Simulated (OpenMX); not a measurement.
Crystal: Hf2Pd2Se2Br2O3.

```xyz
11
Lattice="5.7607 0.0050 -0.0029 -0.5275 5.8466 0.0341 -1.4844 -0.9264 6.6459" Properties=species:S:1:pos:R:3 pbc="T T T"
Hf    3.5658    1.9949    2.3367
Hf    0.5362    2.1009    3.9624
Pd    3.9042   -0.0043    5.6409
Pd    0.4456    4.9498    2.4142
Se    2.0523    1.4944    6.2402
Se    2.4066    4.0824    3.5487
Br    4.1617    5.6554    1.0519
Br   -0.4152    4.0015    5.7576
O     4.5038    1.1491    3.9299
O     1.7546    1.0574    2.7229
O    -0.4225    3.0696    2.4575
```

The cell was built by a generator and needn't be a form met in nature.

Base run:

```yaml
Program: OpenMX 3.8.5
Functional: PBE
Potentials_or_basis: OpenMX 2013 PBE set, Hf7.0-s3p2d2f1, Pd7.0-s3p2d2, Se7.0-s3p2d2, Br7.0-s3p2d2, O6.0-s2p2d1, grid cutoff 400 Ry
k_mesh: 5 × 5 × 5
Occupations: fermi-dirac, width 0.05 eV
Spin: no spin polarisation
```

Its results: band gap on the k mesh 0.13 eV, indirect (least direct gap 0.37 eV); pressure 0.5 GPa; largest force 0.560 eV/Å.

Task: The run is repeated on the same cell with these changes: potentials or basis from OpenMX 2013 PBE set, Hf7.0-s3p2d2f1, Pd7.0-s3p2d2, Se7.0-s3p2d2, Br7.0-s3p2d2, O6.0-s2p2d1, grid cutoff 400 Ry to OpenMX 2013 PBE set, Hf7.0-s3p2d2, Pd7.0-s3p2d1, Se7.0-s3p2d1, Br7.0-s3p2d1, O6.0-s2p2, grid cutoff 400 Ry. What comes out?

Result: Band gap on the k mesh 0.12 eV, indirect (least direct gap 0.32 eV); pressure 1.3 GPa; largest force 0.699 eV/Å.

Caveats: spin-orbit coupling is left out, which moves the levels of the heavy elements; the basis of atomic orbitals isn't converged, which shifts pressures, moduli and gaps; an odd mesh through Γ misses points on the zone boundary, where band edges often lie (some runs).
